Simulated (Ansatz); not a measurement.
Predict the output of the script below (the Ansatz DFT code, driven from Python).

Script `bands_tios.py`:
```python
"""Band structure of TiOs."""

import ansatz as az
import numpy as np


def main() -> None:
    vectors = np.array([
        [3.08, 0.0, 0.0],
        [0.0, 3.08, 0.0],
        [0.0, 0.0, 3.08],
    ])
    cell = (
        az.Lattice.of(vectors)
        .atom("Ti", (0.5, 0.5, 0.5))
        .atom("Os", (0.0, 0.0, 0.0))
    )

    # the path, as fractions of this cell reciprocal vectors
    path = [
        ("G", (0.0, 0.0, 0.0)),
        ("X", (0.0, 0.5, 0.0)),
        ("M", (0.5, 0.5, 0.0)),
        ("G", (0.0, 0.0, 0.0)),
        ("R", (0.5, 0.5, 0.5)),
        ("X", (0.0, 0.5, 0.0)),
    ]
    calculation = (
        cell.calculation()
        .functional("r2SCAN")
        .basis(650)
        .kpoints(length=22)
        .occupations("gaussian", width=0.05)
        .band_structure([point for _, point in path], intervals=4)
    )
    done = calculation.run()
    data = done.report

    print(f"free energy      {data['free_energy_ev']:.5f} eV")
    print(f"per atom         {data['free_energy_ev'] / len(done.lattice.sites):.5f} eV")
    print(f"SCF iterations   {data['n_iterations']}  (converged: {data['converged']})")

    bands = done.band_structure()
    fermi = bands.fermi_energy_ev
    for spin, channel in enumerate(bands.channels):
        print("channel", spin, "- levels within 4 eV of the Fermi level")
        for i, (label, _) in enumerate(path):
            levels = channel.eigenvalues_ev[i * 4] - fermi
            print(f"  {label:3s}", " ".join(f"{e:7.3f}" for e in levels if abs(e) < 4))


if __name__ == "__main__":
    main()
```

```console
$ python bands_tios.py
free energy      -13903.62833 eV
per atom         -6951.81416 eV
SCF iterations   9  (converged: True)
channel 0 - levels within 4 eV of the Fermi level
  G    -1.363  -1.363  -1.363   2.152   2.152   3.844   3.844
  X    -3.662  -3.512  -1.742  -1.742  -0.750  -0.128   0.748   0.748   2.088
  M    -3.293  -3.293   0.864   0.864   1.359   1.513   2.401   3.224
  G    -1.363  -1.363  -1.363   2.152   2.152   3.844   3.844
  R    -3.900  -3.900  -3.900  -1.590  -1.590  -1.590   1.637   1.637   3.307   3.307
  X    -3.662  -3.512  -1.742  -1.742  -0.750  -0.128   0.748   0.748   2.088
```

What to keep in mind:
- Total energies depend on the potentials; only differences at equal settings carry meaning.
- The run is spin-unpolarised.
- The computed bands are complete only to about 2.2 eV above the Fermi level.
- The mesh is modest for a metal, so energies can be off by several to tens of meV an atom and pressures by half a GPa or more; differences at equal mesh fare better.
- The structure is a deposited one; some such entries were measured under pressure or heat, so a shift against it needn't be the functional's error alone.
- Gaps and levels are Kohn-Sham values on a finite set of k-points, without spin-orbit coupling.

(Lines on the test bed's own set-up are left out of the output.)
